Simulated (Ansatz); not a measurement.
# ClHOSn (SMILES [OH][Sn][Cl]): functionals against CCSD(T) at one geometry

An exercise on one series of results from a longer session: the logs are not shown, and one member is left open.

Method: single points in def2-TZVPP; program: Ansatz 0.2.0, Gaussian basis.

Correlated methods freeze the cores. Filled d shells of the heavier atoms are correlated. Core potentials replace the inner electrons past krypton, and spin-orbit coupling is left out. B3LYP uses VWN-RPA correlation.

### The system as given

SMILES `[OH][Sn][Cl]`, 4 atoms, charge 0, spin multiplicity 1.

Atoms are counted from 1 here; the program's logs count them from 0.

Bond lengths: O1–Sn2 2.034 Å, O1–H4 0.935 Å, Sn2–Cl3 2.293 Å. Angles: Sn2–O1–H4 132.0°, O1–Sn2–Cl3 98.2°.

As a file:

```
O    -0.57500    0.49620   -0.62390
Sn   -0.19940   -0.73110    0.95350
Cl    2.07490   -0.89110    0.70980
H    -1.36260    0.89580   -0.93190
```

Set-up of the first run:

Contents of run/in.yaml:

```yaml
crystal:
  periodic: [false, false, false]
  atoms:
    - {symbol: O, position_ang: [-0.575000, 0.496200, -0.623900]}
    - {symbol: Sn, position_ang: [-0.199400, -0.731100, 0.953500]}
    - {symbol: Cl, position_ang: [2.074900, -0.891100, 0.709800]}
    - {symbol: H, position_ang: [-1.362600, 0.895800, -0.931900]}
basis:
  gaussian: {orbitals: def2-TZVPP}
correlation: {method: ccsd_t}
output: {forces: true}
```

No record of the launch command was kept for these runs.

Steps of the session up to this table: CCSD(T)/def2-TZVPP; PBE0-D4/def2-TZVPP; wB97M-V/def2-TZVPP; r2SCAN-D4/def2-TZVPP; PBE-D4/def2-TZVPP; B3LYP-D4/def2-TZVPP; HSE06-D4/def2-TZVPP.

One table of the session follows, with a row left open; its other results are not shown here.

| method | RMS force component (eV/Å) | angle to CCSD(T) forces (°) | dipole (D) |
| --- | --- | --- | --- |
| CCSD(T) | 1.023 | reference | 3.34 |
| PBE0-D4 | 0.974 | 2.3 | 3.34 |
| wB97M-V | 0.988 | 2.0 | 3.39 |
| r2SCAN-D4 | 1.009 | 4.7 | 3.24 |
| PBE-D4 | 1.107 | 15.3 | 3.18 |
| B3LYP-D4 | 1.010 | 11.7 | 3.39 |
| HSE06-D4 | ? | ? | ? |

**Question.** Estimate the row for HSE06-D4.

**Answer.** RMS force component (eV/Å): 0.978; angle to CCSD(T) forces (°): 2.5; dipole (D): 3.34. In the column «RMS force component (eV/Å)» it lies between PBE0-D4 (0.974) and wB97M-V (0.988).
